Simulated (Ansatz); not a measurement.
**NiPt: how the settings move a single-point run**

How sensitive is a single-point run of NiPt to its settings? A reference run comes first, then one run with altered input.

Method: reference: DFT, PBEsol, PAW with Ansatz's default frozen-core files, scalar-relativistic, in Ansatz 0.2.0.

### Step 1. The structure to begin with

It takes space group R-3m (No. 166, trigonal). The conventional cell has a = 2.707 Å, b = 2.707 Å, c = 12.689 Å, α = 90.00°, β = 90.00°, γ = 120.00°. Ni (site symmetry -3m) is surrounded by 6 Pt at 2.63 Å and 6 Ni at 2.71 Å. Pt (site symmetry -3m) is surrounded by 6 Ni at 2.63 Å and 6 Pt at 2.71 Å.

Structure file:

```cif
data_structure
_symmetry_space_group_name_H-M 'P 1'
_symmetry_Int_Tables_number 1
_cell_length_a 4.5092
_cell_length_b 4.5092
_cell_length_c 4.5092
_cell_angle_alpha 34.938
_cell_angle_beta 34.938
_cell_angle_gamma 34.938
_cell_volume 26.85
loop_
_atom_site_label
_atom_site_type_symbol
_atom_site_fract_x
_atom_site_fract_y
_atom_site_fract_z
_atom_site_occupancy
Ni1 Ni 0.00000 0.00000 0.00000 1
Pt1 Pt 0.50000 0.50000 0.50000 1
```

### Step 2. The reference run

File input.yaml:

```yaml
crystal:
  lattice:
    - [1.3535998424, 0.7815012334, 4.2296453483]
    - [-1.3535998424, 0.7815012334, 4.2296453483]
    - [0.0, -1.5630024668, 4.2296453483]
  atoms:
    - { symbol: Ni, position: [0.0, 0.0, 0.0], spin: 0.8, spin_axis: [-1.0, 0.0, 0.0] }
    - { symbol: Pt, position: [0.5, 0.5, 0.5], spin: 0.2, spin_axis: [-1.0, 0.0, 0.0] }
magnetization:
  noncollinear: true
  spin_spiral: { q: [0.25, 0.0, 0.0] }
kpoints:
  mp_grid: { grid: [12, 12, 12], shift: [0.5, 0.0, 0.0] }
scf:
  occupations: { method: fermi_dirac, width: 0.05 }
  lower_state_search: "off"
hamiltonian:
  xc: pbesol
  pseudopotentials: { kind: paw }
output:
  eigenvalues: false
```

Run with:

```console
$ ansatz run input.yaml --threads 2 --pin off --max-ram 5120MiB --backend cpu --events-out ev --progress --plain --runs-dir out
```

### Step 3. Variant: noncollinear_xc locally_collinear

Changes to input.yaml since step 2:

```diff
@@ -19,2 +19,3 @@
   pseudopotentials: { kind: paw }
+  noncollinear_xc: locally_collinear
 output:
```

What does the calculation give? Wanted: for each run, ending; energy change; abs. moment.

The runs gave:

```tsv
run	ending	energy change	abs. moment (μB)	cycles	time
reference	converged	-	0.73	20	1.9 min
1: noncollinear_xc locally_collinear	converged	not comparable	0.72	20	2.9 min
```

Residual by cycle in the longest SCF loop of each run; runs are numbered as in the table. The quantity is the density residual dr2, in eV.

```tsv
cycle	reference	run 1
1	32.5	32.5
3	3.12	3.11
4	1.25	1.25
6	0.00753	0.00745
8	0.00617	0.00627
10	0.00158	0.00154
11	3.0e-4	3.1e-4
13	0.00216	0.00209
15	1.4e-5	1.1e-5
17	5.3e-7	5.0e-7
18	6.8e-8	5.7e-8
20	2.0e-11	1.5e-11
```

**Reading.** After a change of non-collinear form of the functional the difference of the totals has no physical meaning; pressure, gap, moments and forces, where computed, barely move. Cost: 2.9 min against 1.9 min.
